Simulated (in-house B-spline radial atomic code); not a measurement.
**Zr⁴⁺: Hartree-Fock with and without relativity**

Aim: what relativity does to the energy, levels and radii of Zr⁴⁺.

Method: Hartree-Fock averaged over the configuration, non-relativistic (point nucleus) and Dirac-Coulomb (finite nucleus); spherical all-electron atom at the radial basis limit. Code: in-house B-spline radial atomic code version 1.

## Step 1: What is computed

* element: zirconium (Z = 40)
* charge: +4
* electrons: 36
* configuration: [Ar] 3d10 4s2 4p6
* nucleus: point (non-relativistic run); Fermi, rms radius 4.269 fm (Dirac runs)

The outer shells:

[Ar] 3d10 4s2 4p6
```
[Ar] core
3d [↑↓][↑↓][↑↓][↑↓][↑↓]
4s [↑↓]
4p [↑↓][↑↓][↑↓]
```

## Step 2: Non-relativistic run

The run's settings:

```ini
Z = 40
electrons = 36.0
configuration = [Ar] 3d10 4s2 4p6
hamiltonian = nr
method = hf
spin_polarised = False
```

## Step 3: Dirac-Coulomb run

The run's settings:

```ini
Z = 40
electrons = 36.0
configuration = [Ar] 3d10 4s2 4p6
hamiltonian = dirac
method = hf
spin_polarised = False
nucleus = fermi
rms_radius = 4.2694
mass_number = 90
atomic_mass = 89.904698755
speed_of_light = 137.035999084
```

**Question.** How much does each shell's level and mean radius change with the Dirac Hamiltonian, and the total energy?

As calculated:

Levels and radii; the Dirac values are averaged over j with the occupations as weights.

| shell | ε non-rel. (eV) | ε Dirac (eV) | <r> non-rel. (bohr) | <r> Dirac (bohr) | change of <r> (%) |
| --- | --- | --- | --- | --- | --- |
| 1s | -17749.5 | -18152.7 | 0.03814 | 0.03705 | -2.84 |
| 2s | -2529.75 | -2623.98 | 0.1670 | 0.1619 | -3.03 |
| 2p | -2314.81 | -2339.29 | 0.1437 | 0.1416 | -1.47 |
| 3s | -479.70 | -497.04 | 0.4664 | 0.4551 | -2.42 |
| 3p | -397.15 | -401.43 | 0.4641 | 0.4591 | -1.08 |
| 3d | -247.28 | -243.85 | 0.4497 | 0.4508 | +0.24 |
| 4s | -106.52 | -109.05 | 1.221 | 1.198 | -1.89 |
| 4p | -80.301 | -80.635 | 1.330 | 1.322 | -0.65 |

**Reading.** Relativity and the finite nucleus together change the total energy by -58.13 hartree (-1.6 %). The first-order mass-velocity and Darwin terms of the non-relativistic run add up to -54.52 hartree, 94 % of it. The strongest contraction, averaged over j, is that of 2s (-3.03 %), while 3d expands by 0.24 %, being screened better by the contracted inner s and p shells. Spin-orbit coupling splits the 4p level by 2.017 eV and the 2p level by 86.454 eV. Breit terms add 2.04 hartree and QED terms 1.36 hartree.
